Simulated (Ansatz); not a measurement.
## C2F4O, SMILES FC1(F)OC1(F)F: a geometry optimisation

Run with the Ansatz DFT code, driven from Python.

The script, `opt_c2f4o.py`:
```python
# -*- coding: utf-8 -*-
"""Minimum-energy structure of C2F4O."""

import itertools

import ansatz
from ase.data import atomic_numbers, covalent_radii
import numpy as np

c2f4o = (
    ansatz.Crystal.molecule()
    .atom("F", (-0.3267, -1.2318, 1.4194))
    .atom("C", (-0.1037, -0.7212, 0.1407))
    .atom("F", (-0.7053, -1.5879, -0.773))
    .atom("O", (1.2836, -0.1977, -0.1365))
    .atom("C", (0.1071, 0.6954, -0.1683))
    .atom("F", (0.0383, 1.6958, 0.8167))
    .atom("F", (-0.2321, 1.2795, -1.3447))
)

calc = (
    c2f4o.calculation()
    .basis(gaussian="cc-pVDZ")
    .functional("pbe0")
)
symbols = [site.symbol for site in c2f4o.cartesian_sites]
start = np.array([site.position_ang for site in c2f4o.cartesian_sites], dtype=float)
def progress(event):
    if event["event"] == "relax_step":
        row = event["data"]
        print(f"step {row['step']:3d}  E = {row['lagrangian_ev']:.6f} eV  largest force component {row['allowed_force_max_ev_ang']:.4f} eV/A")


r = calc.relax(force_tolerance=0.01, max_steps=100).session().plan().execute(on_event=progress).report
end = np.array(r["positions_ang"])

for key in ("converged", "free_energy_ev", "reference_energy_ev", "n_frozen", "n_occupied", "n_virtual"):
    print(f"{key:22s} {r[key]}")

# pairs closer than 1.2 times the sum of covalent radii, before or after
radius = [covalent_radii[atomic_numbers[s]] for s in symbols]
span = lambda where, i, j: np.linalg.norm(where[i] - where[j])
bonded = [(i, j) for i, j in itertools.combinations(range(len(symbols)), 2) if min(span(start, i, j), span(end, i, j)) < 1.2 * (radius[i] + radius[j])]
print("pair        before    after (A)")
for i, j in bonded:
    print(f"{symbols[i]}{i}-{symbols[j]}{j}".ljust(10), f"{span(start, i, j):8.4f} {span(end, i, j):8.4f}")
```

`python opt_c2f4o.py` gives:
```text
step   1  E = -14972.467668 eV  largest force component 4.6002 eV/A
step   2  E = -14973.095278 eV  largest force component 2.5491 eV/A
step   3  E = -14973.212638 eV  largest force component 1.1904 eV/A
step   4  E = -14973.248605 eV  largest force component 0.0800 eV/A
step   5  E = -14973.248803 eV  largest force component 0.0116 eV/A
step   6  E = -14973.248819 eV  largest force component 0.0036 eV/A
converged              True
free_energy_ev         -14973.248828450422
reference_energy_ev    -14973.248828450422
n_frozen               0
n_occupied             [28, 28]
n_virtual              [70, 70]
pair        before    after (A)
F0-C1        1.3948   1.3226
C1-F2        1.3957   1.3226
C1-O3        1.5085   1.3937
C1-C4        1.4652   1.4468
O3-C4        1.4774   1.3937
C4-F5        1.4056   1.3226
C4-F6        1.3565   1.3226
```

Reading the output:
- Total energies depend on the basis set; only differences at equal settings carry meaning.
- The end point is the stationary point reached from this start; no frequency run checks that it is a minimum, and the basis set is modest.
- Wall time of the script: 29 s on 1 thread of Arm Neoverse V1, with other jobs on the host, peak memory 0.28 GiB.
